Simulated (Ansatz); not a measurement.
# CClFSe: the cost of one run

Computed with Ansatz 0.2.0, driven from Python. Level of theory: r2SCAN0/6-31G*.

### Step 1. The system

Bond lengths: F1–C2 1.331 Å, C2–Cl3 1.728 Å, C2–Se4 1.841 Å. Angles: F1–C2–Cl3 117.8°, F1–C2–Se4 115.3°, Cl3–C2–Se4 126.9°.

cclfse.xyz, read by the script:

```xyz
4

F    -0.28850    0.73280    1.13510
C     0.01340   -0.00440    0.06890
Cl    1.25160   -1.19820    0.23830
Se   -0.92100    0.40950   -1.46270
```

### Step 2. Script

cclfse.py reads:

```python
# -*- coding: utf-8 -*-
'''Atomisation energy of CClFSe at the given geometry.'''

from collections import Counter

import ansatz as az


def energy(molecule, charge=0, unpaired=0):
    calc = molecule.calculation().basis(gaussian='6-31G*').functional('R2SCAN0')
    if charge:
        calc = calc.charge(charge)
    if unpaired:
        calc = calc.spin('collinear', total=unpaired)
    report = calc.run().report
    if report['published_state_doubts']:
        print('  doubts:', report['published_state_doubts'])
    return report['free_energy_ev']

cclfse = az.Crystal.molecule_from_extxyz('cclfse.xyz')

# unpaired electrons of the ground-state atoms
unpaired = {'F': 1, 'C': 2, 'Cl': 1, 'Se': 2}
counts = Counter(site.symbol for site in cclfse.cartesian_sites)
atom_energy = {s: energy(az.Crystal.molecule().atom(s, (0, 0, 0)), 0, unpaired[s]) for s in counts}
whole = energy(cclfse, 0, 0)
for s, e in atom_energy.items():
    print(f'{s:2s} x{counts[s]}  {e:14.5f} eV')
print(f'CClFSe: {whole:.5f} eV')
split = sum(counts[s] * e for s, e in atom_energy.items()) - whole
print(f'atomisation energy (no zero-point term): {96.485332 * split:.1f} kJ/mol, {split / sum(counts.values()):.3f} eV an atom')
```

### Step 3. What the engine is handed

The package turns the script's settings into the engine's input (first run):

```yaml
crystal:
  periodic: [false, false, false]
  atoms:
    - { symbol: F, position_ang: [0.0, 0.0, 0.0] }
basis:
  gaussian:
    orbitals: "6-31G*"
hamiltonian:
  xc: r2scan0
magnetization:
  spin_polarized: true
  initial_magnetization: 1.0
```

### Step 4. The run

Run with:

```sh
$ python cclfse.py
```

Q: Estimate wall time and peak memory on 1 thread of Intel Xeon Platinum 8375C at 2.90GHz (Ice Lake), shared host.

About 6.5 s, with a peak of 0.24 GiB.
